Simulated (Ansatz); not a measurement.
# C₇H₁₃GeNSi: basis-set convergence

An exercise on one series of results from a longer session: the logs are not shown, and one member is left open.

Program: Ansatz 0.2.0, Gaussian basis. Level of theory: one geometry, several basis sets. These are calculated values, not measurements.

Plan: PBE0-D4/def2-SVP; ωB97M-V/def2-SVP; PBE0-D4/def2-QZVPP; ωB97M-V/def2-QZVPP; the functionals' def2-TZVPP values are taken from earlier runs.

**The relaxed structure**

An earlier PBE0-D4 in a triple-zeta def2 set relaxation fixed the geometry.

SMILES `C[SiH2][N]([GeH3])c1ccccc1`, 23 atoms, charge 0, spin multiplicity 1.

Atoms are counted from 1 here; the program's logs count them from 0.

Bond lengths: C1–Si2 1.863 Å, C1–H11 1.092 Å, C1–H12 1.093 Å, C1–H13 1.092 Å, Si2–N3 1.742 Å, Si2–H14 1.492 Å, Si2–H15 1.486 Å, N3–Ge4 1.857 Å, N3–C5 1.402 Å, Ge4–H16 1.532 Å, Ge4–H17 1.542 Å, Ge4–H18 1.536 Å, C5–C6 1.399 Å, C5–C10 1.397 Å, C6–C7 1.384 Å, C6–H19 1.085 Å, C7–C8 1.387 Å, C7–H20 1.084 Å and more. Angles: Si2–C1–H11 111.4°, Si2–C1–H12 110.1°, Si2–C1–H13 110.6°, H11–C1–H12 108.1°, H11–C1–H13 108.1°, H12–C1–H13 108.4°, C1–Si2–N3 111.9°, C1–Si2–H14 109.3°, C1–Si2–H15 110.7°, N3–Si2–H14 112.1°, N3–Si2–H15 105.3°, H14–Si2–H15 107.6°, Si2–N3–Ge4 121.1°, Si2–N3–C5 120.5°, Ge4–N3–C5 118.4°, N3–Ge4–H16 106.8°, N3–Ge4–H17 111.1°, N3–Ge4–H18 107.7° and more.

Set-up of the first run:

File in.yaml:

```yaml
crystal:
  periodic: [false, false, false]
  atoms:
    - {symbol: C, position_ang: [2.340724, -1.637961, 0.424543]}
    - {symbol: Si, position_ang: [2.222104, 0.218552, 0.316153]}
    - {symbol: N, position_ang: [0.593966, 0.780552, 0.576623]}
    - {symbol: Ge, position_ang: [0.213923, 2.050774, 1.876890]}
    - {symbol: C, position_ang: [-0.468884, 0.254849, -0.171971]}
    - {symbol: C, position_ang: [-0.261451, -0.219659, -1.471324]}
    - {symbol: C, position_ang: [-1.303381, -0.752646, -2.210011]}
    - {symbol: C, position_ang: [-2.584742, -0.817253, -1.683260]}
    - {symbol: C, position_ang: [-2.804582, -0.342098, -0.399872]}
    - {symbol: C, position_ang: [-1.763578, 0.180805, 0.348797]}
    - {symbol: H, position_ang: [1.708439, -2.122021, -0.322390]}
    - {symbol: H, position_ang: [3.372332, -1.959219, 0.257231]}
    - {symbol: H, position_ang: [2.027922, -1.985932, 1.411568]}
    - {symbol: H, position_ang: [2.767374, 0.670533, -0.997265]}
    - {symbol: H, position_ang: [3.032760, 0.859415, 1.384379]}
    - {symbol: H, position_ang: [1.530322, 2.768239, 2.193967]}
    - {symbol: H, position_ang: [-0.341454, 1.389971, 3.154229]}
    - {symbol: H, position_ang: [-0.835507, 3.012019, 1.299736]}
    - {symbol: H, position_ang: [0.724886, -0.146371, -1.917074]}
    - {symbol: H, position_ang: [-1.110368, -1.110411, -3.215316]}
    - {symbol: H, position_ang: [-3.399823, -1.229567, -2.265380]}
    - {symbol: H, position_ang: [-3.797732, -0.385344, 0.033177]}
    - {symbol: H, position_ang: [-1.958550, 0.515669, 1.362171]}
basis:
  gaussian: {orbitals: def2-SVP}
hamiltonian: {xc: pbe0, dispersion: d4}
output: {orbitals: {seedname: orbitals}}
```

Among the steps run: PBE0-D4 in def2-SVP; ωB97M-V in def2-SVP; PBE0-D4 in def2-QZVPP; ωB97M-V in def2-QZVPP.

One of the session's tables, all rows but one given; the rest of the session is left out.

It belongs to the step «Density functionals: the series». 

| functional | basis | HOMO (eV) | LUMO (eV) |
| --- | --- | --- | --- |
| PBE0-D4 | def2-SVP | -6.09 | -0.11 |
| PBE0-D4 | def2-TZVPP | -6.14 | -0.28 |
| PBE0-D4 | def2-QZVPP | -6.15 | -0.32 |
| ωB97M-V | def2-SVP | -8.12 | 1.93 |
| ωB97M-V | def2-TZVPP | ? | ? |
| ωB97M-V | def2-QZVPP | -8.19 | 1.50 |

Estimate the missing values for ωB97M-V, def2-TZVPP.

As computed: HOMO (eV): -8.18; LUMO (eV): 1.68. In the column «HOMO (eV)» it lies between ωB97M-V, def2-QZVPP (-8.19) and ωB97M-V, def2-SVP (-8.12).
